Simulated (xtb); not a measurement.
**[C5H3MoN5]− ([Mo(NMe)(CN)4]-): GFN1-xTB (hydrogen mass 1 u, md dump 20 fs, md temperature 500 K, md time 0.2 ps)**

Wanted: a short trajectory of [C5H3MoN5]− ([Mo(NMe)(CN)4]-). 

Program for the calculation: xtb 6.7.1 later snapshot.

4 further runs of the same task are left out: 1 that didn't finish, 3 set aside as unsound or not needed.

### Step 1. The structure to begin with

[C5H3MoN5]− has 14 atoms, charge -1, and is taken as a doublet. SMILES: `C[N]=[Mo-]([C]#N)([C]#N)([C]#N)[C]#N`. The shape was relaxed beforehand at GFN1-xTB. The run starts from this shape.

Bond lengths: Mo1–N2 1.738 Å, N2–C3 1.421 Å, Mo1–C7 2.126 Å, C7–N8 1.159 Å, Mo1–C9 2.126 Å, C9–N10 1.159 Å, Mo1–C11 2.126 Å, C11–N12 1.159 Å, Mo1–C13 2.126 Å, C13–N14 1.159 Å, C3–H4 1.096 Å, C3–H5 1.096 Å, C3–H6 1.096 Å. Some angles: Mo1–N2–C3 180.0°, N2–Mo1–C7 104.9°, N2–Mo1–C9 104.9°, N2–Mo1–C11 104.9°, N2–Mo1–C13 104.9°, C7–Mo1–C9 86.2°, C7–Mo1–C11 150.1°, C7–Mo1–C13 86.2°, C9–Mo1–C11 86.2°, C9–Mo1–C13 150.2°.

### Step 2. Molecular dynamics at GFN1-xTB (hydrogen mass 1 u, md dump 20 fs, md temperature 500 K, md time 0.2 ps)

The input, .CHRG:

```
-1
```

The input, .UHF:

```
1
```

The input, xtb.inp:

```
$md
   temp=500
   time=0.2
   step=1
   dump=20
   hmass=1
   shake=0
   nvt=false
$end
```

The input, coord:

```
$coord
      0.003099150844      0.003533787853     -1.335110404309  mo
     -0.003590479637     -0.005499103023      1.950102874308  n
     -0.009807678587     -0.012661165035      4.635139135743  c
     -1.816726004431      0.699595508598      5.355464939928  h
      0.272687479783     -1.935041757094      5.353310652146  h
      1.509626611919      1.191736883234      5.364460036281  h
      3.886732001347      0.000340150702     -2.363442669547  c
      5.996724603059     -0.000812582234     -2.952583686160  n
      0.012264322549      3.888111501418     -2.359908881694  c
      0.017876809139      5.998897788102     -2.946177514598  n
     -3.877037706327      0.013341466440     -2.376443985284  c
     -5.985594116185      0.018443726976     -2.970725056957  n
     -0.001681856251     -3.876017254220     -2.378749451156  c
     -0.004573137222     -5.983968951717     -2.975317091440  n
$end
```

Command:

```sh
$ xtb --md --gfn1 -I xtb.inp -- coord > coord.out
```

What values should one expect? Wanted: potential energy of the last frame.

Answer, from the run:

At GFN1-xTB (hydrogen mass 1 u, md dump 20 fs, md temperature 500 K, md time 0.2 ps):

```
                          quantity         value
potential energy of the last frame  -30.29487 Eh
```
